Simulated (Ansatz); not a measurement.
# Zr2Pb3C3: the cost of one run

Method: DFT PBE, scalar-relativistic, plane waves, PAW, unless a step names another level, in Ansatz 0.2.0.

14 further runs of the same task are left out: 3 that didn't finish, 11 set aside as unsound or not needed.

### Step 1. The formula and the candidates

Pauling electronegativities: Zr 1.33, Pb 2.33, C 2.55 (spread 1.22). The formula balances with common oxidation states: Zr +3, Pb +2, C -4. Tabulated atomic sizes suggest about 20 Å³/atom. 26 candidates were drawn, by swapping species into database cells of other compounds, at random by space group and Wyckoff sites, or by hand, as the table says:

```
name                   made from  space group no.                   Wyckoff sites  atoms (primitive cell)  V (Å³/atom)
 c01  database cell of Fe2Pd3Au3               47  Zr 2q; Pb 2t, 1d; C 1b, 1g, 1e                       8         20.0
 c02  database cell of Zr2Pd3Rh3               47  Zr 2q; Pb 2t, 1g; C 1e, 1d, 1b                       8         22.3
 c03  database cell of Dy2In3Sn3               47  Zr 2q; Pb 1g, 1b, 1d; C 2t, 1e                       8         19.9
 c04                      random              166          Zr 6c; Pb 9e; C 6c, 3a                       8         25.3
 c05  database cell of Ti3Nb3Sn2              155              Zr 6c; Pb 9e; C 9d                       8         20.6
 c06                      random              123      Zr 2h; Pb 2f, 1d; C 2g, 1c                       8         25.3
 c07                      random              187  Zr 1b, 1a; Pb 2h, 1e; C 2g, 1c                       8         23.8
 c08                      random              139      Zr 4c; Pb 4d, 2b; C 4e, 2a                       8         23.2
 c09                      random              123      Zr 2f; Pb 2e, 1a; C 2h, 1c                       8         25.5
 c10                      random               65      Zr 4k; Pb 2b, 4i; C 4h, 2c                       8         21.5
 c11                      random              164          Zr 2d; Pb 3f; C 1b, 2c                       8         21.3
 c12                      random              123  Zr 2e; Pb 1d, 1c, 1a; C 2g, 1b                       8         25.0
 c13                      random               71      Zr 4h; Pb 4g, 2a; C 4i, 2c                       8         23.6
 c14                      random              183      Zr 1a, 1a; Pb 3c; C 2b, 1a                       8         22.5
 c15  database cell of Fe3Ni3Pt2               47  Zr 2q; Pb 2t, 1e; C 1g, 1b, 1d                       8         20.8
 c16                      random              221          Zr 1a, 1b; Pb 3c; C 3d                       8         24.8
 c17                      random              139      Zr 4d; Pb 4c, 2a; C 4e, 2b                       8         21.8
 c18                      random              191          Zr 1a, 1b; Pb 3g; C 3f                       8         25.3
 c19                      random              183          Zr 1a, 1a; Pb 3c; C 3c                       8         23.1
 c20  database cell of Sn2Pd3Pt3               47  Zr 2q; Pb 1e, 1d, 1b; C 2t, 1g                       8         18.0
 c21                      random              139      Zr 4c; Pb 4d, 2a; C 4e, 2b                       8         24.4
 c22                      random              164      Zr 2d; Pb 1b, 2d; C 2c, 1a                       8         24.9
 c23   database cell of K3Ag3As2              166          Zr 6c; Pb 9e; C 3b, 6c                       8         21.0
 c24   database cell of K3Sb2Au3              166          Zr 6c; Pb 3b, 6c; C 9e                       8         21.5
 c25                      random              160          Zr 3a, 3a; Pb 9b; C 9b                       8         24.4
 c26                      random              164          Zr 2d; Pb 2c, 1b; C 3e                       8         24.0
```

### Step 2. Screening run of c10

The input, input.yaml:

```yaml
crystal:
  lattice:
    - [3.27945994, -3.46713017, 0.0]
    - [3.27945994, 3.46713017, 0.0]
    - [0.0, 0.0, 7.57121236]
  atoms:
    - { symbol: Zr, position: [0.0, 0.0, 0.65434632] }
    - { symbol: Zr, position: [0.0, 0.0, 0.34565368] }
    - { symbol: Pb, position: [0.5, 0.5, 0.0] }
    - { symbol: Pb, position: [0.18179363, 0.81820637, 0.0] }
    - { symbol: Pb, position: [0.81820637, 0.18179363, 0.0] }
    - { symbol: C, position: [0.78265436, 0.78265436, 0.5] }
    - { symbol: C, position: [0.21734564, 0.21734564, 0.5] }
    - { symbol: C, position: [0.5, 0.5, 0.5] }
basis:
  ecutwfc: 420
kpoints:
  mp_grid: { grid: [4, 4, 2] }
hamiltonian:
  xc: pbe
scf:
  occupations: { method: gaussian, width: 0.2 }
  lower_state_search: "off"
output:
  forces: true
  stress: true
  eigenvalues: true
relax:
  adjacent_minimum: "off"
  f_tol: 0.08
  max_steps: 16
  cell: { stress_tol: 0.8 }
```

Started as:

```bash
ansatz run input.yaml --threads 1 --pin off --max-ram 2560MiB --backend cpu --events-out ev --progress --plain --runs-dir out
```

**Question.** How long does this run take on 1 thread of Intel Xeon Platinum 8488C (Sapphire Rapids), shared host, and how much memory does it need?

About 2.5 min, with a peak of 0.58 GiB.
